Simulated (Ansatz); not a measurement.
# CH2InS radical (SMILES [CH2]1[S][In]1): energies and forces away from the minimum, part 2 of 2

Ansatz 0.2.0, Gaussian basis. Earlier steps stand in the parts before.

## (5) Structure 2, width 0.12 Å

File ccsdt-tzvpp/in.yaml:

```yaml
crystal:
  periodic: [false, false, false]
  atoms:
    - {symbol: C, position_ang: [0.414436, -0.432875, 0.220781]}
    - {symbol: S, position_ang: [0.155294, 1.238994, 0.543503]}
    - {symbol: In, position_ang: [-1.687941, 0.965693, -1.313588]}
    - {symbol: H, position_ang: [1.220373, -0.649750, -0.468060]}
    - {symbol: H, position_ang: [-0.114744, -1.285232, 0.756881]}
basis:
  gaussian: {orbitals: def2-TZVPP}
magnetization: {spin_polarized: true, initial_magnetization: 1}
correlation: {method: ccsd_t}
scf: {omitted_lower_state_checks: [cluster_reference]}
output: {forces: true}
```

The program printed (excerpt; [...] marks lines left out):

```text
Functional definition: HF
  name "HF"
  cite "Fock, Z. Phys. 61, 126 (1930) doi:10.1007/BF01340294"
  parent pbe
[...]
1075 factors; integrals over basis functions are off by at most 8.1e-4 eV
[...]
mean field -17028.88767527 eV, -625.8000794715 hartree, gradient 2.2e-6 eV, S^2 0.796652; 6 other end points of the search recorded, 0 dependent functions left out
10 core orbitals not correlated: weight in the atoms' cores, before any rotation towards them, 1.000 or more for the frozen orbitals, at most 0.000 for the correlated occupied ones
reference -17028.88767527 eV, -625.8000794715 hartree; 13, 12 occupied and 128, 129 virtual orbitals, 1075 factors
second order -16.10668112 eV of doubles, -0.00000000 eV of singles
cycle   1  -16.11516721 eV  change   -8.5e-3 eV  update   1.1e-1
[...]
cycle  19  -16.69201306 eV  change   -8.8e-9 eV  update   3.4e-7
perturbative correction -0.71241591 eV, -0.0261808019 hartree
[...]
working
working
working
working
working
working
working
Total energy: -17046.29210424 eV, -626.4396804390 hartree
Atom 0 at     0.414436    -0.432875     0.220781 Å, force    -0.747502    -0.719799     0.214242 eV/Å
Atom 1 at     0.155294     1.238994     0.543503 Å, force    -0.531404    -0.092270    -0.084688 eV/Å
Atom 2 at    -1.687941     0.965693    -1.313588 Å, force     0.505892    -0.075057     0.465227 eV/Å
Atom 3 at     1.220373    -0.649750    -0.468060 Å, force    -0.007178    -0.416905     0.087538 eV/Å
Atom 4 at    -0.114744    -1.285232     0.756881 Å, force     0.780191     1.304031    -0.682319 eV/Å
Dipole moment:    -0.420176    -0.118658    -0.450141 e Å
Checks for a lower state left out: cluster_reference
```

It took 9.1 min on 2 threads, shared host; peak memory 2.7 GiB.

The other levels were run on the same coordinates; their logs were not kept, and their results stand in the tables.

| method | RMS force component (eV/Å) | RMS error against CCSD(T) (eV/Å) | angle to CCSD(T) forces (°) | dipole (D) |
| --- | --- | --- | --- | --- |
| PBE-D4 | 0.474 | 0.190 | 18.2 | 2.64 |
| r2SCAN-D4 | 0.544 | 0.094 | 9.3 | 2.74 |
| PBE0-D4 | 0.557 | 0.139 | 14.1 | 2.97 |
| wB97M-V | 0.579 | 0.101 | 10.1 | 3.07 |
| CCSD(T) | 0.569 | reference | reference | 3.01 |

## (6) Structure 3, width 0.02 Å

File ccsdt-tzvpp/in.yaml:

```yaml
crystal:
  periodic: [false, false, false]
  atoms:
    - {symbol: C, position_ang: [0.356957, -0.359466, 0.243742]}
    - {symbol: S, position_ang: [0.150803, 1.316359, 0.590583]}
    - {symbol: In, position_ang: [-1.553817, 0.880617, -1.296400]}
    - {symbol: H, position_ang: [1.159533, -0.679889, -0.386039]}
    - {symbol: H, position_ang: [-0.093233, -1.120998, 0.868871]}
basis:
  gaussian: {orbitals: def2-TZVPP}
magnetization: {spin_polarized: true, initial_magnetization: 1}
correlation: {method: ccsd_t}
scf: {omitted_lower_state_checks: [cluster_reference]}
output: {forces: true}
```

The program printed (excerpt; [...] marks lines left out):

```text
[... 4 set-up lines as earlier in the session ...]
[...]
1074 factors; integrals over basis functions are off by at most 7.7e-4 eV
[...]
mean field -17028.98004713 eV, -625.8034740747 hartree, gradient 3.2e-6 eV, S^2 0.781355; 6 other end points of the search recorded, 0 dependent functions left out
10 core orbitals not correlated: weight in the atoms' cores, before any rotation towards them, 1.000 or more for the frozen orbitals, at most 0.000 for the correlated occupied ones
reference -17028.98004713 eV, -625.8034740747 hartree; 13, 12 occupied and 128, 129 virtual orbitals, 1074 factors
second order -16.17784486 eV of doubles, -0.00000000 eV of singles
cycle   1  -16.16032734 eV  change    1.8e-2 eV  update   1.1e-1
[...]
cycle  18  -16.72735456 eV  change    5.2e-8 eV  update   3.4e-7
perturbative correction -0.71277479 eV, -0.0261939903 hartree
[...]
working
working
working
working
working
working
working
working
Total energy: -17046.42017647 eV, -626.4443870068 hartree
Atom 0 at     0.356957    -0.359466     0.243742 Å, force    -0.331915     0.190727     0.241532 eV/Å
Atom 1 at     0.150803     1.316359     0.590583 Å, force    -0.112153    -0.081224    -0.079537 eV/Å
Atom 2 at    -1.553817     0.880617    -1.296400 Å, force     0.158608    -0.035326     0.153013 eV/Å
Atom 3 at     1.159533    -0.679889    -0.386039 Å, force     0.381477    -0.126132    -0.358634 eV/Å
Atom 4 at    -0.093233    -1.120998     0.868871 Å, force    -0.096017     0.051955     0.043627 eV/Å
Dipole moment:    -0.304209    -0.187729    -0.376582 e Å
Checks for a lower state left out: cluster_reference
```

Run time: 9.4 min. Hardware: 2 threads, shared host; peak memory 2.7 GiB.

```
   method  RMS force component (eV/Å)  RMS error against CCSD(T) (eV/Å)  angle to CCSD(T) forces (°)  dipole (D)
   PBE-D4                       0.305                             0.179                         33.9        2.24
r2SCAN-D4                       0.240                             0.087                         20.0        2.33
  PBE0-D4                       0.273                             0.139                         29.1        2.49
  wB97M-V                       0.245                             0.107                         25.3        2.51
  CCSD(T)                       0.197                         reference                    reference        2.49
```

## (7) Structure 4, width 0.02 Å

File ccsdt-tzvpp/in.yaml:

```yaml
crystal:
  periodic: [false, false, false]
  atoms:
    - {symbol: C, position_ang: [0.365970, -0.351336, 0.248809]}
    - {symbol: S, position_ang: [0.131047, 1.270488, 0.612830]}
    - {symbol: In, position_ang: [-1.557656, 0.875801, -1.287457]}
    - {symbol: H, position_ang: [1.157336, -0.677897, -0.395103]}
    - {symbol: H, position_ang: [-0.150026, -1.118404, 0.825934]}
basis:
  gaussian: {orbitals: def2-TZVPP}
magnetization: {spin_polarized: true, initial_magnetization: 1}
correlation: {method: ccsd_t}
scf: {omitted_lower_state_checks: [cluster_reference]}
output: {forces: true}
```

The program printed (excerpt; [...] marks lines left out):

```text
[... 4 set-up lines as earlier in the session ...]
[...]
1073 factors; integrals over basis functions are off by at most 7.5e-4 eV
[...]
mean field -17028.93611832 eV, -625.8018597207 hartree, gradient 2.3e-6 eV, S^2 0.785533; 6 other end points of the search recorded, 0 dependent functions left out
10 core orbitals not correlated: weight in the atoms' cores, before any rotation towards them, 1.000 or more for the frozen orbitals, at most 0.000 for the correlated occupied ones
reference -17028.93611832 eV, -625.8018597207 hartree; 13, 12 occupied and 128, 129 virtual orbitals, 1073 factors
second order -16.21393310 eV of doubles, -0.00000000 eV of singles
cycle   1  -16.18454371 eV  change    2.9e-2 eV  update   1.1e-1
[...]
cycle  19  -16.74892200 eV  change   -8.6e-8 eV  update   3.4e-7
perturbative correction -0.71245057 eV, -0.0261820756 hartree
[...]
working
working
working
working
working
working
working
Total energy: -17046.39749089 eV, -626.4435533269 hartree
Atom 0 at     0.365970    -0.351336     0.248809 Å, force    -0.472973    -1.045043     0.091281 eV/Å
Atom 1 at     0.131047     1.270488     0.612830 Å, force    -0.147840     1.137351     0.174427 eV/Å
Atom 2 at    -1.557656     0.875801    -1.287457 Å, force     0.118565    -0.038470     0.106525 eV/Å
Atom 3 at     1.157336    -0.677897    -0.395103 Å, force     0.360026    -0.118967    -0.253862 eV/Å
Atom 4 at    -0.150026    -1.118404     0.825934 Å, force     0.142223     0.065128    -0.118371 eV/Å
Dipole moment:    -0.304429    -0.173528    -0.378528 e Å
Checks for a lower state left out: cluster_reference
```

It took 9.1 min on 2 threads, shared host; peak memory 2.7 GiB.

| method | RMS force component (eV/Å) | RMS error against CCSD(T) (eV/Å) | angle to CCSD(T) forces (°) | dipole (D) |
| --- | --- | --- | --- | --- |
| PBE-D4 | 0.388 | 0.188 | 25.1 | 2.23 |
| r2SCAN-D4 | 0.364 | 0.102 | 9.2 | 2.30 |
| PBE0-D4 | 0.327 | 0.146 | 13.4 | 2.48 |
| wB97M-V | 0.351 | 0.112 | 9.2 | 2.50 |
| CCSD(T) | 0.443 | reference | reference | 2.48 |

## (8) All structures together

Energy above the minimum (eV):

| structure | width (Å) | PBE-D4 | r2SCAN-D4 | PBE0-D4 | wB97M-V | Hartree-Fock | MP2 | CCSD | CCSD(T) |
| --- | --- | --- | --- | --- | --- | --- | --- | --- | --- |
| 1 | 0.02 | 0.021 | 0.032 | 0.036 | 0.038 | 0.040 | 0.041 | 0.034 | 0.030 |
| 2 | 0.12 | 0.081 | 0.119 | 0.122 | 0.143 | 0.087 | 0.172 | 0.132 | 0.132 |
| 3 | 0.02 | 0.009 | 0.010 | 0.011 | 0.009 | -0.006 | 0.009 | 0.004 | 0.004 |
| 4 | 0.02 | 0.020 | 0.020 | 0.016 | 0.018 | 0.038 | 0.016 | 0.027 | 0.027 |

What each level costs and misses (shared host):

```csv
method,mean energy error from CCSD(T) (eV),mean time a point
PBE-D4,0.018,2.7 s
r2SCAN-D4,0.007,4.5 s
PBE0-D4,0.008,3.6 s
wB97M-V,0.008,9.9 s
Hartree-Fock,0.019,part of the CCSD(T) run
MP2,0.016,part of the CCSD(T) run
CCSD,0.001,part of the CCSD(T) run
CCSD(T),0,9.1 min
```

The best functional, r2SCAN-D4, misses by 0.007 eV and takes 4.5 s a point, against 9.1 min for CCSD(T).

## (9) Results

This closing draws on all 2 parts.

| quantity | value |
| --- | --- |
| energy above the minimum, CCSD(T) | 0.030, 0.132, 0.004, 0.027 eV |
| mean energy error | PBE-D4 0.018, r2SCAN-D4 0.007, PBE0-D4 0.008, wB97M-V 0.008, Hartree-Fock 0.019, MP2 0.016, CCSD 0.001 eV |
| mean RMS force error | PBE-D4 0.184, r2SCAN-D4 0.093, PBE0-D4 0.140, wB97M-V 0.107 eV/Å |
| largest T1 diagnostic | 0.026 |

What this shows: CCSD gives the best energies and Hartree-Fock the worst. For forces r2SCAN-D4 is best, off by 22 % of the typical force, and PBE-D4 worst (43 %); with few structures and a triple-zeta reference, gaps of a few points rank nothing.
